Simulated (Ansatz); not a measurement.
**C₁₁H₂₁N: the relaxed shape and its frontier levels**

What does C₁₁H₂₁N look like as a singlet, and where do its frontier electrons sit?

Computed with Ansatz 0.2.0, Gaussian basis. Level: RKS PBE0-D4/def2-TZVP.

Plan: relaxation at PBE-D4/def2-SVP; a single point at PBE0-D4/def2-TZVP.

3 further runs of the same task are left out: 3 that didn't finish. Runs told in other sessions of the task aren't counted.

## 1. Where the work starts

33 atoms, charge 0, spin multiplicity 1.

Atoms are counted from 1 here; the program's logs count them from 0.

Bond lengths: C1–N2 1.162 Å, N2–C3 1.400 Å, C3–C4 1.531 Å, C3–H13 1.096 Å, C3–H14 1.096 Å, C4–C5 1.526 Å, C4–H15 1.093 Å, C4–H16 1.093 Å, C5–C6 1.527 Å, C5–H17 1.093 Å, C5–H18 1.093 Å, C6–C7 1.527 Å, C6–H19 1.092 Å, C6–H20 1.093 Å, C7–C8 1.528 Å, C7–H21 1.091 Å, C7–H22 1.093 Å, C8–C9 1.530 Å and more. Angles: C1–N2–C3 178.7°, N2–C3–C4 111.1°, N2–C3–H13 108.3°, N2–C3–H14 108.2°, C4–C3–H13 110.4°, C4–C3–H14 110.3°, H13–C3–H14 108.5°, C3–C4–C5 111.3°, C3–C4–H15 109.0°, C3–C4–H16 109.0°, C5–C4–H15 109.8°, C5–C4–H16 109.9°, H15–C4–H16 107.8°, C4–C5–C6 111.6°, C4–C5–H17 109.4°, C4–C5–H18 109.4°, C6–C5–H17 109.4°, C6–C5–H18 109.3° and more.

Geometry (Å):

```xyz
33

C    -7.3407   -0.1527   -0.1474
N    -6.2643   -0.5353    0.0660
C    -4.9559   -0.9667    0.3149
C    -3.9392    0.1123   -0.0660
C    -2.5105   -0.3519    0.2028
C    -1.4899    0.7187   -0.1755
C    -0.0553    0.2643    0.0853
C     0.9573    1.3430   -0.2954
C     2.4005    0.9769    0.0552
C     2.9300   -0.2164   -0.7381
C     4.4317   -0.4427   -0.5575
C     4.8173   -0.8275    0.8663
H    -4.7795   -1.8800   -0.2643
H    -4.8724   -1.2085    1.3803
H    -4.0564    0.3549   -1.1247
H    -4.1502    1.0174    0.5086
H    -2.3109   -1.2613   -0.3699
H    -2.4009   -0.5972    1.2621
H    -1.6015    0.9644   -1.2341
H    -1.6921    1.6274    0.3966
H     0.1406   -0.6414   -0.4910
H     0.0605    0.0178    1.1434
H     0.6991    2.2676    0.2271
H     0.8840    1.5412   -1.3674
H     2.4620    0.7642    1.1237
H     3.0373    1.8416   -0.1493
H     2.7298   -0.0479   -1.7994
H     2.3998   -1.1225   -0.4395
H     4.9727    0.4618   -0.8457
H     4.7428   -1.2426   -1.2343
H     4.2557   -1.7006    1.1917
H     4.6212   -0.0131    1.5587
H     5.8774   -1.0653    0.9168
```

The start is a GFN2-xTB geometry.

## 2. Optimising with PBE-D4/def2-SVP

File in.yaml:

```yaml
crystal:
  periodic: [false, false, false]
  atoms:
    - {symbol: C, position_ang: [-7.340750, -0.152650, -0.147390]}
    - {symbol: N, position_ang: [-6.264260, -0.535320, 0.065960]}
    - {symbol: C, position_ang: [-4.955940, -0.966650, 0.314880]}
    - {symbol: C, position_ang: [-3.939160, 0.112330, -0.065970]}
    - {symbol: C, position_ang: [-2.510530, -0.351940, 0.202780]}
    - {symbol: C, position_ang: [-1.489890, 0.718680, -0.175480]}
    - {symbol: C, position_ang: [-0.055310, 0.264330, 0.085260]}
    - {symbol: C, position_ang: [0.957320, 1.342960, -0.295430]}
    - {symbol: C, position_ang: [2.400500, 0.976870, 0.055210]}
    - {symbol: C, position_ang: [2.929990, -0.216390, -0.738100]}
    - {symbol: C, position_ang: [4.431710, -0.442710, -0.557480]}
    - {symbol: C, position_ang: [4.817290, -0.827470, 0.866300]}
    - {symbol: H, position_ang: [-4.779470, -1.879960, -0.264350]}
    - {symbol: H, position_ang: [-4.872410, -1.208480, 1.380280]}
    - {symbol: H, position_ang: [-4.056410, 0.354920, -1.124730]}
    - {symbol: H, position_ang: [-4.150180, 1.017370, 0.508600]}
    - {symbol: H, position_ang: [-2.310910, -1.261300, -0.369860]}
    - {symbol: H, position_ang: [-2.400930, -0.597230, 1.262100]}
    - {symbol: H, position_ang: [-1.601490, 0.964360, -1.234070]}
    - {symbol: H, position_ang: [-1.692100, 1.627350, 0.396620]}
    - {symbol: H, position_ang: [0.140590, -0.641370, -0.490990]}
    - {symbol: H, position_ang: [0.060530, 0.017830, 1.143350]}
    - {symbol: H, position_ang: [0.699100, 2.267590, 0.227140]}
    - {symbol: H, position_ang: [0.884020, 1.541190, -1.367380]}
    - {symbol: H, position_ang: [2.461970, 0.764180, 1.123730]}
    - {symbol: H, position_ang: [3.037350, 1.841610, -0.149330]}
    - {symbol: H, position_ang: [2.729810, -0.047920, -1.799350]}
    - {symbol: H, position_ang: [2.399810, -1.122460, -0.439470]}
    - {symbol: H, position_ang: [4.972690, 0.461800, -0.845660]}
    - {symbol: H, position_ang: [4.742750, -1.242560, -1.234270]}
    - {symbol: H, position_ang: [4.255680, -1.700590, 1.191660]}
    - {symbol: H, position_ang: [4.621190, -0.013120, 1.558680]}
    - {symbol: H, position_ang: [5.877410, -1.065280, 0.916770]}
basis:
  gaussian: {orbitals: def2-SVP}
hamiltonian: {xc: pbe, dispersion: d4}
scf: {lower_state_search: "off"}
output: {orbitals: {seedname: orbitals}}
relax: {f_tol: 0.03, max_steps: 70}
```

Started as:

```bash
> ansatz run in.yaml --threads 4 --pin off --events-out ev --progress --plain --max-ram 6963MiB
```

The runs that follow: Single point, PBE0-D4/def2-TZVP.

Q: Predict the results of all the runs planned. Wanted: point group; commonest bond, hydrogen aside; HOMO, LUMO at PBE0-D4/def2-TZVP; dipole at PBE-D4/def2-SVP.

As calculated:

| quantity | value |
| --- | --- |
| point group | C1 |
| commonest bond, hydrogen aside | C–C, 9 of mean length 1.533 Å |
| HOMO, LUMO at PBE0-D4/def2-TZVP | -8.63, 0.54 eV |
| dipole at PBE-D4/def2-SVP | 4.42 D |

In words: The molecule keeps its bonding pattern by the stored test; the atoms moved 0.06 Å (rms). No usable vibrations, so a minimum isn't proven. The point group is read from a loosely relaxed geometry; soft torsions can leave it below the true symmetry.
